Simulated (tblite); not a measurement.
# C2H9BrSeSi2: the cost of one run

Computed with tblite 0.8.0 and PySCF 2.14.0, with density-fitted response routines of our own, on a single molecule in the gas phase. Atoms are numbered from 0 throughout.

## (1) The molecule as given

15 atoms, charge 0, multiplicity 1; geometry from: force field or distance geometry start.

Bonds of the start (Å): Si0–C1 1.89, C1–C2 1.51, C2–Se3 1.96, Se3–Si4 2.29, Si4–Br5 2.25, Si0–H6 1.47, Si0–H7 1.47, Si0–H8 1.47, C1–H9 1.12, C1–H10 1.10, C2–H11 1.11, C2–H12 1.12, Si4–H13 1.48, Si4–H14 1.48.

## (2) Relaxing the molecule with GFN2-xTB

Job settings and geometry (Å):

```
{"job": {"kind": "relax", "xc": "GFN2-xTB", "basis": "xTB"}, "charge": 0, "multiplicity": 1}
Si     2.593000    -0.707300     0.114400
C      1.338200     0.699400     0.204600
C     -0.069700     0.164900     0.063500
Se    -1.346500     1.655100     0.161700
Si    -3.131800     0.255500    -0.139800
Br    -3.372200    -1.098800     1.637800
H      2.466300    -1.369800    -1.192800
H      3.949100    -0.158500     0.272100
H      2.322800    -1.675600     1.190700
H      1.450100     1.197300     1.202200
H      1.562100     1.422200    -0.594900
H     -0.195300    -0.334800    -0.924300
H     -0.306000    -0.558200     0.879800
H     -2.911000    -0.553700    -1.358100
H     -4.353900     1.070300    -0.308500
```

Started as:

```console
OMP_NUM_THREADS=1 python probes_run.py task.json out
```

One launch serves the whole session: the jobs run in the order shown.

Q: Estimate the wall time and peak memory of this first job on 1 thread of Arm Neoverse N1, shared host.

About 1.3 s, with a peak of 0.18 GiB.
